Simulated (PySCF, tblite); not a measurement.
# C3H11BO4Si2: geometry, infrared bands and NMR shifts

What infrared bands and NMR shifts should C3H11BO4Si2 (`C[Si@]1(CB(O)O)CO[SiH2]O1`) show?

Programs: tblite 0.8.0 and PySCF 2.14.0, with density-fitted response routines of our own. Each step states its level of theory. These are calculated values for one molecule in the gas phase, unless marked as measured. Atoms count from 0, in the outputs and in this text.

### 1 The starting structure

21 atoms, charge 0, multiplicity 1; geometry from: force field or distance geometry start.

Bonds of the start (Å): C0–Si1 1.86, Si1–C2 1.89, C2–B3 1.59, B3–O4 1.47, B3–O5 1.45, Si1–C6 1.85, C6–O7 1.39, O7–Si8 1.73, Si8–O9 1.72, O9–Si1 1.71, C0–H10 1.12, C0–H11 1.10, C0–H12 1.12, C2–H13 1.10, C2–H14 1.11, O4–H15 0.99, O5–H16 0.98, C6–H17 1.10, C6–H18 1.11, Si8–H19 1.46, Si8–H20 1.48.

### 2 Relaxing the molecule with GFN2-xTB

What the job is given:

```
{"job": {"kind": "relax", "xc": "GFN2-xTB", "basis": "xTB"}, "charge": 0, "multiplicity": 1}
C     -0.719000     1.725000     1.761800
Si    -0.319100     0.451900     0.459900
C      1.437800    -0.190500     0.732300
B      1.793500    -1.287400    -0.361300
O      1.076000    -2.569600    -0.365400
O      2.850400    -1.044900    -1.327000
C     -0.522900     1.160600    -1.240900
O     -1.063900     0.179300    -2.066700
Si    -2.057000    -0.823900    -1.061100
O     -1.437000    -0.838200     0.538700
H     -1.768300     2.085700     1.605500
H     -0.026700     2.577000     1.677900
H     -0.644800     1.276500     2.781600
H      1.518800    -0.623600     1.742800
H      2.130600     0.673700     0.642100
H      1.594400    -3.157000     0.241100
H      2.395300    -0.623100    -2.091800
H      0.461500     1.470700    -1.632600
H     -1.201500     2.041000    -1.195400
H     -2.073400    -2.189400    -1.587800
H     -3.433800    -0.276900    -1.036700
```

Started as:

```console
> OMP_NUM_THREADS=1 python probes_run.py task.json out
```

One launch serves the whole session: the jobs run in the order shown.

**Question.** This job is followed by: GFN2-xTB harmonic vibrations, gas phase; GIAO PBE0/pcSseg-1 NMR shielding, non-relativistic, gas phase. Predict these results of the whole session: strongest single infrared mode (GFN2-xTB); zero-point energy (GFN2-xTB); 13C shifts against TMS (PBE0/pcSseg-1); 1H shifts against TMS (PBE0/pcSseg-1, means over atoms taken as alike); 29Si shifts against TMS (PBE0/pcSseg-1); 11B shifts against BF3·OEt2 (PBE0/pcSseg-1); 17O shifts against H2O (PBE0/pcSseg-1, means over atoms taken as alike).

**Answer**, as computed:

```
                                                               quantity                                               value
                              strongest single infrared mode (GFN2-xTB)                               1235 cm⁻¹, 471 km/mol
                                           zero-point energy (GFN2-xTB)                                       94.2 kcal/mol
                                 13C shifts against TMS (PBE0/pcSseg-1)                                  56.8, 6.3, 1.8 ppm
 1H shifts against TMS (PBE0/pcSseg-1, means over atoms taken as alike)  4.97, 4.95, 4.32, 4.01, 3.88, 0.29, 0.28, 0.09 ppm
                                29Si shifts against TMS (PBE0/pcSseg-1)                                     17.3, -12.3 ppm
                            11B shifts against BF3·OEt2 (PBE0/pcSseg-1)                                            28.7 ppm
17O shifts against H2O (PBE0/pcSseg-1, means over atoms taken as alike)                               131.2, 76.4, 15.6 ppm
```

In words: Relaxing lowered the energy by 2.196 eV in 145 steps; the close pair that moved most is O7–Si8, from 1.733 to 1.621 Å. All 57 modes are real, so the xTB geometry is a minimum. The strongest single mode, at 1235 cm⁻¹, moves mainly B3. Unscaled tight-binding wavenumbers are off by several per cent, some by more. Its intensities can rank the bands wrongly. At PBE0/pcSseg-1: The widest tensor belongs to O4, O5: span 174 ppm, with a paramagnetic part of -183 ppm.
